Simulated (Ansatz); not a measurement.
# CH₅O₂Sn radical: one species, many methods

Aim: compute CH₅O₂Sn radical with functionals from several rungs and with coupled cluster, and see how far each lands from CCSD(T) at the basis-set limit for the atomisation energy.

Program: Ansatz 0.2.0, Gaussian basis. Level of theory: functionals in def2-TZVPP, the program's frozen cores in correlated methods. These are calculated values, not measurements.

The runs, in order: PBE-D4, r2SCAN-D4, PBE0-D4, B3LYP-D4, ωB97X-V, ωB97M-V, B2PLYP; CCSD(T)/def2-TZVPP; MP2/def2-QZVPP; extrapolation to the limit.

## Step 1: The relaxed structure

An earlier PBE0-D4 in a triple-zeta def2 set relaxation fixed the geometry. Sn takes the def2 core potential; no spin-orbit term is included.

9 atoms, charge 0, spin multiplicity 2.

Atoms are counted from 1 here; the program's logs count them from 0.

Bond lengths: C1–O2 1.403 Å, C1–H5 1.094 Å, C1–H6 1.097 Å, C1–H7 1.099 Å, O2–Sn3 1.978 Å, Sn3–O4 1.965 Å, Sn3–H8 1.749 Å, O4–H9 0.962 Å. Angles: O2–C1–H5 108.2°, O2–C1–H6 112.2°, O2–C1–H7 112.9°, H5–C1–H6 107.6°, H5–C1–H7 107.5°, H6–C1–H7 108.1°, C1–O2–Sn3 122.9°, O2–Sn3–O4 99.9°, O2–Sn3–H8 108.4°, O4–Sn3–H8 105.5°, Sn3–O4–H9 111.9°.

Geometry (Å):

```xyz
9
charge 0, multiplicity 2
C    -1.40642    0.70883    0.30074
O    -0.02281    0.48541    0.36218
Sn    0.95184   -0.59327   -0.97835
O     2.69686   -0.74616   -0.08742
H    -1.73577    1.08741    1.27343
H    -1.67145    1.45893   -0.45516
H    -1.97911   -0.20528    0.08973
H     0.28427   -2.21026   -0.97653
H     2.88260    0.01439    0.47138
```

## Step 2: PBE-D4 (GGA)

Contents of in.yaml:

```yaml
crystal:
  periodic: [false, false, false]
  atoms:
    - {symbol: C, position_ang: [-1.406420, 0.708825, 0.300742]}
    - {symbol: O, position_ang: [-0.022814, 0.485413, 0.362182]}
    - {symbol: Sn, position_ang: [0.951840, -0.593272, -0.978346]}
    - {symbol: O, position_ang: [2.696857, -0.746165, -0.087417]}
    - {symbol: H, position_ang: [-1.735772, 1.087411, 1.273430]}
    - {symbol: H, position_ang: [-1.671455, 1.458932, -0.455160]}
    - {symbol: H, position_ang: [-1.979111, -0.205279, 0.089727]}
    - {symbol: H, position_ang: [0.284270, -2.210256, -0.976532]}
    - {symbol: H, position_ang: [2.882605, 0.014390, 0.471385]}
basis:
  gaussian: {orbitals: def2-TZVPP}
magnetization: {spin_polarized: true, initial_magnetization: 1}
hamiltonian: {xc: pbe, dispersion: d4}
output: {forces: true, orbitals: {seedname: orbitals}}
```

Started as:

```sh
ansatz run in.yaml --threads 2 --pin off --events-out ev --progress --plain --max-ram 22528MiB --backend cpu
```

After this run come: r2SCAN-D4 (meta-GGA); PBE0-D4 (hybrid); B3LYP-D4 (hybrid); ωB97X-V (range-separated); ωB97M-V (range-separated); B2PLYP (double hybrid); CCSD(T) in def2-TZVPP; MP2 in def2-QZVPP.

Before running them: what should the planned runs give, taken together? Wanted: atomisation energy, CCSD(T)/CBS; farthest; mean size of error, hybrid; mean size of error, range-separated; gap, smallest and largest; T1 diagnostic; triples share of the correlation energy.

**Answer**, as computed:

| quantity | value |
| --- | --- |
| atomisation energy, CCSD(T)/CBS | 2992.5 kJ/mol |
| functionals within 29.9 kJ/mol (1.0 %) | r2SCAN-D4, B3LYP-D4, ωB97X-V, ωB97M-V |
| farthest | B2PLYP (-56.1 kJ/mol) |
| mean size of error, hybrid | 32.8 kJ/mol |
| mean size of error, range-separated | 15.0 kJ/mol |
| gap, smallest and largest | 0.93 eV (PBE-D4), 6.91 eV (ωB97X-V) |
| T1 diagnostic | 0.0183 |
| triples share of the correlation energy | 3.4 % |

What this shows: PBE-D4 misses by +51.8 kJ/mol. Double hybrids carry the basis error of their MP2 part in triple zeta, and no dispersion term here, so their miss is partly the set-up's. The reference freezes the cores and leaves out spin-orbit coupling and excitations past (T), and its outer-core shells are covered unevenly, so misses under about 29.9 kJ/mol can't be ranked. All levels share the lack of spin-orbit coupling, which lowers the free heavy atoms and so the true binding. Hartree-Fock recovers 67 % of the binding; the rest is correlation. The gap grows from 0.9 to 6.9 eV across the functionals, mostly with the share of exact exchange. Correlated methods include outer-core shells of Sn, which these sets cover unevenly.
